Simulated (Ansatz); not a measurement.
# GeAsH₅ (singlet): the correlation ladder at a displaced geometry (v1), cc-pVDZ

How much of the correlation energy of GeAsH₅ (singlet) does each wave-function method recover here?

The runs use Ansatz 0.2.0, Gaussian basis; cc-pVDZ, core rule «outside noble gas», up to 28 orbitals frozen.

Plan: UHF; CCSD(T) on RHF; BCCD(T) on RHF; CISD; CCSDT(Q) on RHF; CASSCF and MRCISD+Q, 8 electrons in 8 orbitals; CASSCF and NEVPT2, 8 electrons in 8 orbitals.

8 further runs of the same task are left out: 2 that didn't finish, 6 set aside as unsound or not needed. Runs told in other sessions of the task aren't counted.

**1. The geometry**

The geometry is a PBE0/def2-TZVP stationary point (not a proven minimum) with its atoms shifted at random (size 0.040 Å). No spin-orbit coupling is included. The filled d shell of Ge, As may be among the frozen orbitals whatever the setting's name suggests.

7 atoms, charge 0, spin multiplicity 1.

Atoms are counted from 1 here; the program's logs count them from 0.

Bond lengths: Ge1–As2 2.438 Å, Ge1–H3 1.510 Å, Ge1–H4 1.488 Å, Ge1–H5 1.604 Å, As2–H6 1.548 Å, As2–H7 1.562 Å. Angles: As2–Ge1–H3 106.1°, As2–Ge1–H4 108.4°, As2–Ge1–H5 109.2°, H3–Ge1–H4 109.0°, H3–Ge1–H5 113.9°, H4–Ge1–H5 110.0°, Ge1–As2–H6 93.6°, Ge1–As2–H7 92.8°, H6–As2–H7 92.9°.

**2. UHF**

File in.yaml:

```yaml
crystal:
  periodic: [false, false, false]
  atoms:
    - {symbol: Ge, position_ang: [-0.017601, 0.007604, 1.220853]}
    - {symbol: As, position_ang: [0.045954, -0.008585, -1.216172]}
    - {symbol: H, position_ang: [0.775426, -1.196345, 1.669183]}
    - {symbol: H, position_ang: [0.661395, 1.241708, 1.699157]}
    - {symbol: H, position_ang: [-1.546042, -0.002287, 1.708161]}
    - {symbol: H, position_ang: [-1.042597, -1.103133, -1.334080]}
    - {symbol: H, position_ang: [-0.995569, 1.150173, -1.326873]}
basis:
  gaussian: {orbitals: cc-pVDZ}
magnetization: {spin_polarized: true, initial_magnetization: 0}
hamiltonian: {xc: hf}
output: {orbitals: {seedname: orbitals}}
```

Command:

```console
$ ansatz run in.yaml --threads 1 --pin off --events-out ev --progress --plain --max-ram 2393MiB
```

After this run come: CCSD(T) on RHF; BCCD(T) on RHF; CISD; CCSDT(Q) on RHF; CASSCF and MRCISD+Q, 8 electrons in 8 orbitals; CASSCF and NEVPT2, 8 electrons in 8 orbitals.

Q: Predict the results of all the runs planned. Wanted: RCCSDT(Q) from the RHF energy; RMP2 from RCCSDT(Q); RCCSD from RCCSDT(Q); RCCSD(T) from RCCSDT(Q); NEVPT2 frontier from RCCSDT(Q); T1 diagnostic.

The runs gave:

| quantity | value |
| --- | --- |
| RCCSDT(Q) from the RHF energy | -7.3997 eV |
| RMP2 from RCCSDT(Q) | +142.1 kJ/mol |
| RCCSD from RCCSDT(Q) | +21.3 kJ/mol |
| RCCSD(T) from RCCSDT(Q) | +3.7 kJ/mol |
| NEVPT2 frontier from RCCSDT(Q) | +127.5 kJ/mol |
| levels within 1 kcal/mol (43 meV) | RCCSD(T), BCCD(T), RCCSDT |
| T1 diagnostic | 0.011 |

What this shows: RCCSD(T) misses by +3.7 kJ/mol, 0.5 % of the correlation energy. These misses are within one basis, not against nature.
